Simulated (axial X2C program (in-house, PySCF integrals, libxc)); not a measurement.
# Linear FInF⁺ at several levels

One table from this session's results is given with a row withheld; the runs are named, their logs left out.

Computed with an in-house X2C program for linear molecules on PySCF integrals. Level: all-electron X2C, two-component (2c) or spin-free, F dyall-av3z, In dyall-v3z.

All values are calculated.

1 further run of the same task is left out (set aside as unsound or not needed).

Set-up of the first run:

File task.json:

```json
{"zs": [9, 49, 9], "q": 1, "bas": ["dyall-av3z", "dyall-v3z", "dyall-av3z"], "r0": [2.06, 2.06], "symm": 1, "scan": ["PBE0", "HF", "PBE"], "levels": ["PBE0", "HF", "LDA"], "nst": 2}
```

Keys: zs atomic numbers; q charge; bas basis sets; r0 starting distance in Å; symm equal bonds; scan levels of the two-bond scan (MP2 follows by itself at each HF point); levels methods; nst determinants followed.

Started as:

```bash
$ python solin.py task.json out
```

Masses F 18.998, In 114.904, F 18.998 u.

Among the steps run: Scan at PBE0, 2c; Scan at HF, 2c; Scan at PBE, 2c.

One table of the session follows, with a row left open; its other results are not shown here.

```
          level  r(F–In) (Å)  r(In–F) (Å)  lower stretch (cm⁻¹)  upper stretch (cm⁻¹)
       PBE0, 2c        1.851        1.851                 656.3                 778.2
         HF, 2c        1.838        1.838                 705.5                 822.9
        PBE, 2c        1.874        1.874                 615.5                 737.5
        MP2, 2c        1.858        1.858                 654.5                 771.8
PBE0, spin-free        1.851        1.851                 656.3                 778.2
  HF, spin-free        1.837        1.837                 705.5                 822.9
 PBE, spin-free        1.874        1.874                 615.6                 737.6
 MP2, spin-free            ?            ?                     ?                     ?
```

**Question.** Estimate the row for MP2, spin-free.

**Answer.** r(F–In) (Å): 1.857; r(In–F) (Å): 1.857; lower stretch (cm⁻¹): 654.5; upper stretch (cm⁻¹): 771.8. In the column «r(F–In) (Å)» it lies between PBE0, spin-free (1.851) and MP2, 2c (1.858).

Scans not shown above were run alike.

MP2 freezes inner shells (threshold -2 hartree). The molecule was held linear; bending was not examined, so a bent shape may lie lower.
